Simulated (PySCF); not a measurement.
**A gas-phase reaction: ClF2HSi + Cl2 → Cl2F2Si + ClH**

Aim: the reaction energy of `F[SiH](F)Cl` + `ClCl` → `F[Si](F)(Cl)Cl` + `Cl`.

Programs: PySCF 2.14.0. All values are calculated, for the isolated system unless a continuum is named. Atoms count from 0, parts from 1.

## Step 1: The system as given

Each species was relaxed by itself at PBE0-D3(BJ)/def2-SVPD.

## Step 2: Reaction energy: wB97M-D3(BJ)/def2-TZVPD

Job settings and geometry (Å):

```
{"job": {"kind": "react", "xc": "wB97M-D3(BJ)", "basis": "def2-TZVPD"}, "charge": 0, "multiplicity": 1}
-1 ClF2HSi charge 0 multiplicity 1
F     -0.744010    -1.258090    -0.796480
Si    -0.013820    -0.039110    -0.034640
F     -0.526380     1.325020    -0.725460
Cl     1.996770    -0.201690    -0.318710
H     -0.377830    -0.048760     1.388620

-1 Cl2 charge 0 multiplicity 1
Cl     1.014650    -0.007350    -0.002760
Cl    -1.014720     0.009730     0.002880

+1 Cl2F2Si charge 0 multiplicity 1
F     -1.490250    -0.709090    -0.304090
Si    -0.110710     0.073580    -0.062020
F     -0.297100     1.558410    -0.640140
Cl     0.266600     0.165800     1.923770
Cl     1.375990    -0.853970    -1.073290

+1 ClH charge 0 multiplicity 1
Cl     0.644680    -0.006490    -0.001860
H     -0.643450     0.007660     0.002780
```

Method: wB97M-D3(BJ)/def2-TZVPD reaction energy of separated species, gas phase.

Command:

```bash
$ OMP_NUM_THREADS=1 python cluster_run.py task.json out
```

This one command runs all jobs of the session in turn.

Standard output:

```text
species 1 (ClF2HSi)
coarse grid: 25800 points
cycle   1  E = -950.3004615825  dE =  2.623e-01  |g| = 7.610e-01  |ddm| = 1.764e+00
cycle   2  E = -950.2943405914  dE =  6.121e-03  |g| = 8.984e-01  |ddm| = 8.812e-01
cycle   3  E = -950.4070315995  dE = -1.127e-01  |g| = 4.872e-02  |ddm| = 4.267e-01
cycle   4  E = -950.4075380369  dE = -5.064e-04  |g| = 2.053e-02  |ddm| = 6.330e-02
cycle   5  E = -950.4076285960  dE = -9.056e-05  |g| = 3.570e-03  |ddm| = 1.956e-02
cycle   6  E = -950.4076324736  dE = -3.878e-06  |g| = 7.808e-04  |ddm| = 6.093e-03
final grid: 52256 points
cycle   7  E = -950.4075640361  dE = -3.139e-07  |g| = 6.615e-04  |ddm| = 2.163e-03
cycle   8  E = -950.4075640510  dE = -1.490e-08  |g| = 7.150e-04  |ddm| = 7.955e-04
cycle   9  E = -950.4075641185  dE = -6.749e-08  |g| = 5.225e-05  |ddm| = 2.949e-04
cycle  10  E = -950.4075641202  dE = -1.645e-09  |g| = 2.775e-05  |ddm| = 1.132e-04
cycle  11  E = -950.4075641205  dE = -3.115e-10  |g| = 4.246e-06  |ddm| = 4.952e-05
converged SCF energy = -950.4075641205

species 2 (Cl2)
coarse grid: 12632 points
cycle   1  E = -920.4762353247  dE =  6.388e-02  |g| = 2.472e-01  |ddm| = 1.180e+00
cycle   2  E = -920.4854152590  dE = -9.180e-03  |g| = 1.551e-01  |ddm| = 2.411e-01
cycle   3  E = -920.4902179151  dE = -4.803e-03  |g| = 1.247e-02  |ddm| = 9.692e-02
cycle   4  E = -920.4902873320  dE = -6.942e-05  |g| = 2.486e-03  |ddm| = 1.204e-02
cycle   5  E = -920.4902916878  dE = -4.356e-06  |g| = 2.986e-04  |ddm| = 3.875e-03
final grid: 23496 points
cycle   6  E = -920.4902476548  dE = -4.829e-08  |g| = 9.188e-05  |ddm| = 4.979e-04
cycle   7  E = -920.4902476584  dE = -3.539e-09  |g| = 4.799e-05  |ddm| = 1.125e-04
cycle   8  E = -920.4902476590  dE = -6.241e-10  |g| = 1.457e-05  |ddm| = 4.221e-05
converged SCF energy = -920.4902476590

species 3 (Cl2F2Si)
coarse grid: 29648 points
cycle   1  E = -1410.0094526045  dE =  5.488e-01  |g| = 7.950e-01  |ddm| = 1.961e+00
cycle   2  E = -1410.0051107273  dE =  4.342e-03  |g| = 9.207e-01  |ddm| = 1.033e+00
cycle   3  E = -1410.1295546150  dE = -1.244e-01  |g| = 5.268e-02  |ddm| = 5.018e-01
cycle   4  E = -1410.1300836828  dE = -5.291e-04  |g| = 2.481e-02  |ddm| = 6.183e-02
cycle   5  E = -1410.1302075621  dE = -1.239e-04  |g| = 3.689e-03  |ddm| = 1.806e-02
cycle   6  E = -1410.1302118580  dE = -4.296e-06  |g| = 7.396e-04  |ddm| = 5.461e-03
final grid: 58632 points
cycle   7  E = -1410.1300706751  dE = -2.974e-07  |g| = 5.968e-04  |ddm| = 2.151e-03
cycle   8  E = -1410.1300706859  dE = -1.077e-08  |g| = 6.349e-04  |ddm| = 7.472e-04
cycle   9  E = -1410.1300707436  dE = -5.776e-08  |g| = 4.746e-05  |ddm| = 2.904e-04
cycle  10  E = -1410.1300707445  dE = -8.713e-10  |g| = 2.518e-05  |ddm| = 6.481e-05
converged SCF energy = -1410.1300707445

species 4 (ClH)
coarse grid: 8792 points
cycle   1  E = -460.8503333015  dE = -8.165e-02  |g| = 2.169e-01  |ddm| = 7.239e-01
cycle   2  E = -460.8625127961  dE = -1.218e-02  |g| = 1.397e-01  |ddm| = 2.651e-01
cycle   3  E = -460.8670521739  dE = -4.539e-03  |g| = 1.358e-02  |ddm| = 9.818e-02
cycle   4  E = -460.8670932569  dE = -4.108e-05  |g| = 3.364e-03  |ddm| = 9.545e-03
cycle   5  E = -460.8670995053  dE = -6.248e-06  |g| = 8.516e-04  |ddm| = 3.915e-03
final grid: 17120 points
cycle   6  E = -460.8670682355  dE = -3.716e-07  |g| = 3.676e-04  |ddm| = 8.891e-04
cycle   7  E = -460.8670682817  dE = -4.627e-08  |g| = 1.618e-04  |ddm| = 3.981e-04
cycle   8  E = -460.8670682883  dE = -6.573e-09  |g| = 4.221e-05  |ddm| = 1.295e-04
cycle   9  E = -460.8670682896  dE = -1.313e-09  |g| = 3.974e-06  |ddm| = 6.531e-05
cycle  10  E = -460.8670682896  dE = -8.640e-12  |g| = 8.166e-07  |ddm| = 3.313e-06
converged SCF energy = -460.8670682896

Reaction energy = -62.814 kcal/mol
```

Run time: 18 s. Hardware: 1 thread of Arm Neoverse V2, shared host; peak memory 0.73 GiB.

Species by species (with the dispersion term, which the log's SCF energies lack):

```csv
ν,species,energy (Eh),HOMO (eV)
-1,F[SiH](F)Cl,-950.41170,-12.46
-1,ClCl,-920.49147,-11.18
+1,F[Si](F)(Cl)Cl,-1410.13566,-12.34
+1,Cl,-460.86761,-11.93
```

## Step 3: Reaction energy: PBE0-D3(BJ)/def2-TZVPD

Settings changed since step 2:

```diff
@@ -1,2 +1,2 @@
-{"job": {"kind": "react", "xc": "wB97M-D3(BJ)", "basis": "def2-TZVPD"}, "charge": 0, "multiplicity": 1}
+{"job": {"kind": "react", "xc": "PBE0", "basis": "def2-TZVPD", "disp": "d3bj"}, "charge": 0, "multiplicity": 1}
 -1 ClF2HSi charge 0 multiplicity 1
```

Level: PBE0-D3(BJ)/def2-TZVPD reaction energy of separated species, gas phase.

Standard output:

```text
species 1 (ClF2HSi)
coarse grid: 6040 points
cycle   1  E = -949.7226072853  dE =  2.971e-01  |g| = 7.461e-01  |ddm| = 1.845e+00
cycle   2  E = -949.5912729704  dE =  1.313e-01  |g| = 1.215e+00  |ddm| = 1.003e+00
cycle   3  E = -949.8124311700  dE = -2.212e-01  |g| = 5.219e-02  |ddm| = 6.075e-01
cycle   4  E = -949.8128583323  dE = -4.272e-04  |g| = 2.771e-02  |ddm| = 6.648e-02
cycle   5  E = -949.8130094521  dE = -1.511e-04  |g| = 4.297e-03  |ddm| = 2.235e-02
cycle   6  E = -949.8130131259  dE = -3.674e-06  |g| = 1.292e-03  |ddm| = 3.551e-03
final grid: 52256 points
cycle   7  E = -949.8196181155  dE = -2.910e-05  |g| = 3.683e-03  |ddm| = 1.760e-02
cycle   8  E = -949.8196170715  dE =  1.044e-06  |g| = 4.145e-03  |ddm| = 4.987e-03
cycle   9  E = -949.8196201885  dE = -3.117e-06  |g| = 5.159e-04  |ddm| = 2.896e-03
cycle  10  E = -949.8196202226  dE = -3.413e-08  |g| = 1.624e-04  |ddm| = 2.916e-04
cycle  11  E = -949.8196202276  dE = -4.982e-09  |g| = 3.369e-05  |ddm| = 1.297e-04
cycle  12  E = -949.8196202279  dE = -2.844e-10  |g| = 6.228e-06  |ddm| = 2.357e-05
converged SCF energy = -949.8196202279

species 2 (Cl2)
coarse grid: 3248 points
cycle   1  E = -920.0848702839  dE =  1.015e-01  |g| = 1.608e-01  |ddm| = 1.191e+00
cycle   2  E = -920.0872207520  dE = -2.350e-03  |g| = 8.739e-02  |ddm| = 1.235e-01
cycle   3  E = -920.0886036259  dE = -1.383e-03  |g| = 3.229e-02  |ddm| = 7.027e-02
cycle   4  E = -920.0888547558  dE = -2.511e-04  |g| = 5.428e-04  |ddm| = 2.039e-02
cycle   5  E = -920.0888548651  dE = -1.093e-07  |g| = 2.230e-04  |ddm| = 9.350e-04
final grid: 23496 points
cycle   6  E = -920.0901487133  dE = -8.697e-06  |g| = 2.709e-03  |ddm| = 7.420e-03
cycle   7  E = -920.0901491466  dE = -4.333e-07  |g| = 1.503e-03  |ddm| = 3.011e-03
cycle   8  E = -920.0901493856  dE = -2.390e-07  |g| = 1.101e-04  |ddm| = 1.207e-03
cycle   9  E = -920.0901493881  dE = -2.579e-09  |g| = 4.180e-05  |ddm| = 9.862e-05
cycle  10  E = -920.0901493885  dE = -4.004e-10  |g| = 3.007e-06  |ddm| = 2.417e-05
converged SCF energy = -920.0901493885

species 3 (Cl2F2Si)
coarse grid: 7048 points
cycle   1  E = -1409.2388505806  dE =  5.511e-01  |g| = 7.637e-01  |ddm| = 2.050e+00
cycle   2  E = -1409.1089397833  dE =  1.299e-01  |g| = 1.218e+00  |ddm| = 1.138e+00
cycle   3  E = -1409.3343737921  dE = -2.254e-01  |g| = 6.013e-02  |ddm| = 6.828e-01
cycle   4  E = -1409.3349611630  dE = -5.874e-04  |g| = 2.813e-02  |ddm| = 7.110e-02
cycle   5  E = -1409.3350960104  dE = -1.348e-04  |g| = 6.288e-03  |ddm| = 2.257e-02
cycle   6  E = -1409.3351053288  dE = -9.318e-06  |g| = 1.954e-03  |ddm| = 5.536e-03
final grid: 58632 points
cycle   7  E = -1409.3426063558  dE = -3.137e-05  |g| = 4.729e-03  |ddm| = 1.921e-02
cycle   8  E = -1409.3426040647  dE =  2.291e-06  |g| = 5.389e-03  |ddm| = 7.052e-03
cycle   9  E = -1409.3426100033  dE = -5.939e-06  |g| = 6.063e-04  |ddm| = 4.270e-03
cycle  10  E = -1409.3426100738  dE = -7.057e-08  |g| = 1.430e-04  |ddm| = 4.402e-04
cycle  11  E = -1409.3426100767  dE = -2.810e-09  |g| = 6.211e-05  |ddm| = 1.155e-04
cycle  12  E = -1409.3426100773  dE = -6.892e-10  |g| = 7.182e-06  |ddm| = 3.107e-05
converged SCF energy = -1409.3426100773

species 4 (ClH)
coarse grid: 2248 points
cycle   1  E = -460.6537840803  dE = -4.644e-02  |g| = 1.882e-01  |ddm| = 7.411e-01
cycle   2  E = -460.6558528549  dE = -2.069e-03  |g| = 1.902e-01  |ddm| = 3.151e-01
cycle   3  E = -460.6653815287  dE = -9.529e-03  |g| = 1.506e-02  |ddm| = 1.513e-01
cycle   4  E = -460.6654035858  dE = -2.206e-05  |g| = 2.693e-03  |ddm| = 7.323e-03
cycle   5  E = -460.6654051337  dE = -1.548e-06  |g| = 1.111e-03  |ddm| = 2.553e-03
final grid: 17120 points
cycle   6  E = -460.6658903465  dE = -4.429e-06  |g| = 2.164e-03  |ddm| = 7.337e-03
cycle   7  E = -460.6658903760  dE = -2.952e-08  |g| = 1.795e-03  |ddm| = 2.512e-03
cycle   8  E = -460.6658909937  dE = -6.177e-07  |g| = 1.533e-04  |ddm| = 1.363e-03
cycle   9  E = -460.6658910006  dE = -6.900e-09  |g| = 2.148e-05  |ddm| = 1.086e-04
cycle  10  E = -460.6658910007  dE = -9.993e-11  |g| = 4.934e-06  |ddm| = 1.681e-05
converged SCF energy = -460.6658910007

Reaction energy = -62.522 kcal/mol
```

Run time: 9.8 s. Hardware: 1 thread of Arm Neoverse V2, shared host; peak memory 0.63 GiB.

Reaction energy at this level: -62.52 kcal/mol.

## Step 4: Comparing the runs

Energies in kcal/mol, with wall time:

```csv
run,reaction,time
wB97M-D3(BJ)/def2-TZVPD,-62.81,18 s
PBE0-D3(BJ)/def2-TZVPD,-62.52,9.8 s
```

## Step 5: Results

| quantity | value |
| --- | --- |
| reaction energy (wB97M-D3(BJ)/def2-TZVPD) | -62.81 kcal/mol |
| ΔH, ΔG at 298 K (xTB thermal terms) | -63.5, -62.8 kcal/mol |
| range of the reaction energy over the runs of this table | -62.81 to -62.52 kcal/mol |

**Reading.** The reaction is exothermic by 63.5 kcal/mol in the gas phase; dispersion gives -0.49, and xTB itself gave -24.58 for the electronic energy (xTB energies and thermal terms come from the earlier relaxation of each species, not shown). No barrier was sought. xTB and this level differ widely in the electronic energy, so what comes from xTB (the thermal terms above all) is less safe here. The reaction energy runs from -62.81 (wB97M-D3(BJ)/def2-TZVPD) to -62.52 kcal/mol (PBE0-D3(BJ)/def2-TZVPD).
